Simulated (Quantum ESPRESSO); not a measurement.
ScSi2 under changes of volume

One of the cells (14.965 Å³/atom); the others are scaled copies at fixed shape and fractional positions:

```
Sc Si
1.0
     3.66000    0.00000    0.00000
    -1.83000    3.16965    0.00000
     0.00000    0.00000    3.87000
Sc Si
1 2
Direct
  0.00000 0.00000 0.00000
  0.66667 0.33333 0.50000
  0.33333 0.66667 0.50000
```

```yaml
Program: Quantum ESPRESSO 7.5
Functional: PBE
Potentials_or_basis: SSSP 1.3 efficiency PBE
Cutoff: 816 eV
Density_cutoff: 5987 eV
k_mesh: 8 × 8 × 7
Occupations: fermi-dirac, width 0.05 eV
Spin: no spin polarisation
```

```csv
volume (Å³/atom),energy over the lowest point (meV/atom),pressure (GPa)
14.067,289.34,38.9
14.367,221.37,33.9
14.666,162.24,29.4
14.965,111.20,25.3
15.265,?,?
15.564,30.69,18.0
15.863,0.00,14.9
```

What does the run at 15.265 Å³/atom give?

Energy over the lowest point 67.56 meV/atom; pressure 21.5 GPa.

Worked out: A Birch-Murnaghan fit of order 3 (a polynomial in V^(-2/3)) to the other rows has no minimum within the range. It gives 67.47 meV/atom at 15.265 Å³/atom, against the run's 67.56, and -dE/dV = 21.5 GPa, against 21.5.

Energies are extrapolated to zero smearing.
